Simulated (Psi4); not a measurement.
# BSiH3ClO (SMILES [SiH3]O[B]Cl) at 3 levels

Wanted: a comparison of 3 runs (UHF/cc-pVDZ, UCCSD/cc-pVDZ, UCCSD(T)/cc-pVDZ) of BSiH3ClO. 

The calculation is run with Psi4 1.11.

## 1. The molecule

The species is BSiH3ClO (7 atoms), meant as a doublet with charge 0. SMILES: `[SiH3]O[B]Cl`. The B3–Cl4 distance was set to 2.271 Å, away from the relaxed value.

Bond lengths: Si1–O2 1.667 Å, O2–B3 1.324 Å, Si1–H5 1.480 Å, Si1–H6 1.482 Å, Si1–H7 1.480 Å. Angles: Si1–O2–B3 133.9°, O2–Si1–H5 107.1°, O2–Si1–H6 109.9°, O2–Si1–H7 107.2°, H5–Si1–H6 110.9°, H5–Si1–H7 110.6°, H6–Si1–H7 110.9°. A long bond or contact: B3–Cl4 2.271 Å.

## 2. A single-point energy at UHF/cc-pVDZ (run 1)

Input file bclh3osi.xyz:

```xyz
7
BClH3OSi
Si    -0.677643     1.253824     0.561556
O     -0.059743    -0.169976    -0.046844
B      1.151557    -0.563676    -0.409844
Cl     1.605000    -2.636800    -1.219100
H     -1.305943     0.935224     1.862856
H      0.410957     2.245024     0.727956
H     -1.690943     1.738824    -0.401644
```

Input file run_ase.py:

```python
import numpy as np
from ase.calculators.psi4 import Psi4
from ase.io import read

a = read('bclh3osi.xyz')
calc = Psi4(atoms=a, method='hf', basis='cc-pVDZ', memory='2200MB', num_threads=1, charge=0, multiplicity=2, label='calc', reference='uhf')
calc.psi4.set_options({'puream': True, 'e_convergence': 1e-09, 'd_convergence': 1e-08, 'scf_type': 'pk', 'maxiter': 100})
a.calc = calc

print(f'energy: {a.get_potential_energy():.6f} eV')
```

Run with:

```
$ python run_ase.py
```

calc.dat:

```text
[...]
  Running in c1 symmetry.
[...]
  Nuclear repulsion =  161.107110715027261
[...]
  Multiplicity = 2
[...]
  Nalpha       = 24
  Nbeta        = 23
[...]
    Number of basis functions: 79
[...]
   @UHF iter   1:  -849.64476036536905   -1.06904e+00   5.38032e-03 DIIS/ADIIS
[...]
   @UHF iter  17:  -849.75673712008552   -2.16005e-12   5.11616e-09 DIIS
[...]
   @S^2 Observed:                7.843377523E-01
[...]
    Orbital Energies [Eh]
    ---------------------
    Alpha Occupied:
       1A   -104.797258     2A    -68.859384     3A    -20.641192
       4A    -10.519241     5A     -7.992536     6A     -7.982792
       7A     -7.982760     8A     -7.772505     9A     -6.204470
      10A     -4.312091    11A     -4.309994    12A     -4.309870
      13A     -1.438667    14A     -1.036418    15A     -0.854327
      16A     -0.711068    17A     -0.644574    18A     -0.635653
      19A     -0.547566    20A     -0.515615    21A     -0.507606
      22A     -0.425211    23A     -0.423802    24A     -0.389089
    Alpha Virtual:
      25A      0.081395    26A      0.114325    27A      0.141728
[...]
  @UHF Final Energy:  -849.75673712008552
   => Energetics <=
    Nuclear Repulsion Energy =            161.1071107150272610
    One-Electron Energy =               -1494.7274870312226085
    Two-Electron Energy =                 483.8636391961096592
    Total Energy =                       -849.7567371200855177
  UHF NO Occupations:
  HONO-2 :   22  A 1.9994121
  HONO-1 :   23  A 1.9839663
[...]
 Multipole Moments:
 ------------------------------------------------------------------------------------
     Multipole            Electronic (a.u.)      Nuclear  (a.u.)        Total (a.u.)
 ------------------------------------------------------------------------------------
 L = 1.  Multiply by 2.5417464519 to convert [e a0] to [Debye]
 Dipole X            :          4.7222208           -5.4895836           -0.7673628
 Dipole Y            :         -6.3302325            8.2267213            1.8964888
 Dipole Z            :         -3.0799554            3.8838579            0.8039025
 Magnitude           :                                                    2.1981298
[...]
```

On the terminal:

```text
energy: -23123.058601 eV
```

Wall time 6.3 s (1 thread of Intel Xeon 6975P-C (Granite Rapids), shared host); peak memory 0.38 GiB.

## 3. A single-point energy at UCCSD/cc-pVDZ (run 2)

Input file input.inp:

```
memory 2.2 GB

molecule system {
  0 2
  Si    -0.677643     1.253824     0.561556
  O     -0.059743    -0.169976    -0.046844
  B      1.151557    -0.563676    -0.409844
  Cl     1.605000    -2.636800    -1.219100
  H     -1.305943     0.935224     1.862856
  H      0.410957     2.245024     0.727956
  H     -1.690943     1.738824    -0.401644
  symmetry c1
  no_reorient
  no_com
}

set {
  basis cc-pVDZ
  reference uhf
  puream true
  e_convergence 1e-09
  d_convergence 1e-08
  scf_type pk
  num_frozen_docc 12
  maxiter 100
}

energy_value, wavefunction = energy('ccsd', return_wfn=True)
```

Run with:

```
$ psi4 -n 1 input.inp input.out
```

input.out:

```text
[...]
  Running in c1 symmetry.
[...]
  Nuclear repulsion =  161.107110715027261
[...]
  Multiplicity = 2
[...]
  Nalpha       = 24
  Nbeta        = 23
[...]
    Number of basis functions: 79
[...]
   @UHF iter   1:  -849.64476036536985   -1.06904e+00   5.38032e-03 ADIIS/DIIS
[...]
   @UHF iter  17:  -849.75673712008597   -2.16005e-12   5.11616e-09 DIIS
[...]
   @S^2 Observed:                7.843377523E-01
[...]
    Orbital Energies [Eh]
    ---------------------
    Alpha Occupied:
       1A   -104.797258     2A    -68.859384     3A    -20.641192
       4A    -10.519241     5A     -7.992536     6A     -7.982792
       7A     -7.982760     8A     -7.772505     9A     -6.204470
      10A     -4.312091    11A     -4.309994    12A     -4.309870
      13A     -1.438667    14A     -1.036418    15A     -0.854327
      16A     -0.711068    17A     -0.644574    18A     -0.635653
      19A     -0.547566    20A     -0.515615    21A     -0.507606
      22A     -0.425211    23A     -0.423802    24A     -0.389089
    Alpha Virtual:
      25A      0.081395    26A      0.114325    27A      0.141728
[...]
  @UHF Final Energy:  -849.75673712008597
   => Energetics <=
    Nuclear Repulsion Energy =            161.1071107150272610
    One-Electron Energy =               -1494.7274870312244275
    Two-Electron Energy =                 483.8636391961111372
    Total Energy =                       -849.7567371200859725
  UHF NO Occupations:
  HONO-2 :   22  A 1.9994121
  HONO-1 :   23  A 1.9839663
[...]
 Multipole Moments:
 ------------------------------------------------------------------------------------
     Multipole            Electronic (a.u.)      Nuclear  (a.u.)        Total (a.u.)
 ------------------------------------------------------------------------------------
 L = 1.  Multiply by 2.5417464519 to convert [e a0] to [Debye]
 Dipole X            :        -39.4914605           38.7240977           -0.7673628
 Dipole Y            :         52.0331528          -50.1366640            1.8964888
 Dipole Z            :         25.5550061          -24.7511037            0.8039025
 Magnitude           :                                                    2.1981298
[...]
      * MP2 total energy                      = -850.229060229636048
[...]
      * CCSD total energy                     = -850.272985791176666
[...]
```

Wall time 39 s (1 thread of Intel Xeon 6975P-C (Granite Rapids), shared host); peak memory 0.45 GiB.

## 4. The energy at UCCSD(T)/cc-pVDZ (run 3)

Input file job.dat:

```
memory 2200 MB

molecule m {
  0 2
  Si    -0.677643     1.253824     0.561556
  O     -0.059743    -0.169976    -0.046844
  B      1.151557    -0.563676    -0.409844
  Cl     1.605000    -2.636800    -1.219100
  H     -1.305943     0.935224     1.862856
  H      0.410957     2.245024     0.727956
  H     -1.690943     1.738824    -0.401644
  symmetry c1
  no_reorient
  no_com
}

set globals {
  basis cc-pVDZ
  reference uhf
  puream true
  e_convergence 1e-09
  d_convergence 1e-08
  scf_type pk
  num_frozen_docc 12
  maxiter 100
}

energy("ccsd(t)")
```

Run with:

```
$ psi4 -n 1 job.dat job.out
```

job.out:

```text
[...]
  Running in c1 symmetry.
[...]
  Nuclear repulsion =  161.107110715027261
[...]
  Multiplicity = 2
[...]
  Nalpha       = 24
  Nbeta        = 23
[...]
    Number of basis functions: 79
[...]
   @UHF iter   1:  -849.64476036536985   -1.06904e+00   5.38032e-03 DIIS/ADIIS
[...]
   @UHF iter  17:  -849.75673712008597   -2.16005e-12   5.11616e-09 DIIS
[...]
   @S^2 Observed:                7.843377523E-01
[...]
    Orbital Energies [Eh]
    ---------------------
    Alpha Occupied:
       1A   -104.797258     2A    -68.859384     3A    -20.641192
       4A    -10.519241     5A     -7.992536     6A     -7.982792
       7A     -7.982760     8A     -7.772505     9A     -6.204470
      10A     -4.312091    11A     -4.309994    12A     -4.309870
      13A     -1.438667    14A     -1.036418    15A     -0.854327
      16A     -0.711068    17A     -0.644574    18A     -0.635653
      19A     -0.547566    20A     -0.515615    21A     -0.507606
      22A     -0.425211    23A     -0.423802    24A     -0.389089
    Alpha Virtual:
      25A      0.081395    26A      0.114325    27A      0.141728
[...]
  @UHF Final Energy:  -849.75673712008597
   => Energetics <=
    Nuclear Repulsion Energy =            161.1071107150272610
    One-Electron Energy =               -1494.7274870312244275
    Two-Electron Energy =                 483.8636391961111372
    Total Energy =                       -849.7567371200859725
  UHF NO Occupations:
  HONO-2 :   22  A 1.9994121
  HONO-1 :   23  A 1.9839663
[...]
 Multipole Moments:
 ------------------------------------------------------------------------------------
     Multipole            Electronic (a.u.)      Nuclear  (a.u.)        Total (a.u.)
 ------------------------------------------------------------------------------------
 L = 1.  Multiply by 2.5417464519 to convert [e a0] to [Debye]
 Dipole X            :        -39.4914605           38.7240977           -0.7673628
 Dipole Y            :         52.0331528          -50.1366640            1.8964888
 Dipole Z            :         25.5550061          -24.7511037            0.8039025
 Magnitude           :                                                    2.1981298
[...]
      * MP2 total energy                      = -850.229060229636048
[...]
      * CCSD total energy                     = -850.272985791176666
[...]
      * CCSD(T) total energy                     = -850.287106062293446
[...]
```

Run time: 67 s. Hardware: 1 thread of Intel Xeon 6975P-C (Granite Rapids), shared host; peak memory 0.45 GiB.

## 5. All runs side by side

```
run             level  frozen core orbitals  energy (Eh)  HOMO energy (eV)  LUMO energy (eV)   ⟨S²⟩  wall time
  1       UHF/cc-pVDZ                     0  -849.756737            -10.59              0.87  0.784      6.3 s
  2     UCCSD/cc-pVDZ                    12  -850.272986            -10.59              0.87  0.784       39 s
  3  UCCSD(T)/cc-pVDZ                    12  -850.287106            -10.59              0.87  0.784       67 s
```

## 6. Results

```
                                                         quantity          value
                                              run 3: total energy  -850.28711 Eh
run 3: HOMO energy (Hartree–Fock orbitals) (highest over α and β)      -10.59 eV
 run 3: LUMO energy (Hartree–Fock orbitals) (lowest over α and β)        0.87 eV
              run 3: correlation energy (12 core orbitals frozen)     -530.4 mEh
                                            run 3: (T) correction     -14.12 mEh
                         run 3: ⟨S²⟩ of the reference determinant          0.784
                                             run 3: T1 diagnostic          0.027
```

Below the UHF energy at the same shape and in the same basis (cc-pVDZ): UCCSD -516.2 mEh; UCCSD(T) -530.4 mEh. All runs together took 1.9 min, the longest 67 s.
